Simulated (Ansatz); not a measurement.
**Al3NiIr: a trial structure relaxed**

Where does this trial cell of Al3NiIr go when cell and atoms are let free?

Program: Ansatz 0.2.0. Level of theory: DFT PBE, scalar-relativistic, plane waves, PAW. These are calculated values, not measurements.

2 further runs of the same task are left out: 1 that didn't finish, 1 set aside as unsound or not needed.

### Step 1. Starting point

The structure is cubic, space group Pm-3m (No. 221). Conventional cell: a = 3.942 Å, b = 3.942 Å, c = 3.942 Å, α = 90.00°, β = 90.00°, γ = 90.00°. Al (site symmetry 4/mmm) is surrounded by 2 Ir at 1.97 Å. Ni (site symmetry m-3m) has 12 Al at 2.79 Å in its first shell of neighbours. Ir (site symmetry m-3m) has 6 Al at 1.97 Å in its first shell of neighbours.

As a file:

```xyz
5
Lattice="3.9419 0.0000 0.0000 0.0000 3.9419 0.0000 0.0000 0.0000 3.9419" Properties=species:S:1:pos:R:3 pbc="T T T"
Al    1.9709    0.0000    0.0000
Al    0.0000    1.9709    0.0000
Al    0.0000    0.0000    1.9709
Ni    1.9709    1.9709    1.9709
Ir    0.0000    0.0000    0.0000
```

A structure generator made this guess: species swapped into a database cell of CeRu3C (Pm-3m, No. 221), with Ni on the Ce sites, Al on the Ru sites and Ir on the C sites. The dimensions are guesses.

### Step 2. A first look at the guess

File input.yaml:

```yaml
crystal:
  lattice:
    - [3.94189384, 0.0, 0.0]
    - [0.0, 3.94189384, 0.0]
    - [0.0, 0.0, 3.94189384]
  atoms:
    - { symbol: Al, position: [0.5, 0.0, 0.0] }
    - { symbol: Al, position: [0.0, 0.5, 0.0] }
    - { symbol: Al, position: [0.0, 0.0, 0.5] }
    - { symbol: Ni, position: [0.5, 0.5, 0.5], spin: 2.0 }
    - { symbol: Ir, position: [0.0, 0.0, 0.0] }
basis:
  ecutwfc: 420
kpoints:
  mp_grid: { grid: [4, 4, 4] }
hamiltonian:
  xc: pbe
scf:
  occupations: { method: gaussian, width: 0.1 }
  lower_state_search: "off"
output:
  forces: true
  stress: true
  eigenvalues: true
  populations: true
magnetization:
  spin_polarized: true
```

Command:

```sh
$ ansatz run input.yaml --threads 1 --pin off --max-ram 2560MiB --backend cpu --events-out ev --progress --plain --runs-dir out
```

The session goes on with these runs: coarse relaxation; full relaxation.

Before running it: what results should come out? Wanted: conventional cell; volume; energy over the elements; gap on the mesh; total moment.

**Answer**, as computed:

```
                              quantity                                                                      value
symmetry at the end (tolerance 0.05 Å)                                                space group Pm-3m (No. 221)
                     conventional cell  a = 4.668 Å, b = 4.668 Å, c = 4.668 Å, α = 90.00°, β = 90.00°, γ = 90.00°
                                volume                                                              20.34 Å³/atom
              energy over the elements                                                              +0.20 eV/atom
                       gap on the mesh                                                               none (metal)
                          total moment                                                              -0.51 μB/cell
```

The space group Pm-3m (No. 221) is kept, and the volume per atom grows by 66.0 % from the first guess. The formation energy is positive, so the separate elements lie lower. No finished test with a distortion of lower symmetry is shown, so the end may be a saddle point. The runs treat Ir without spin-orbit coupling. Other magnetic orders were not searched.
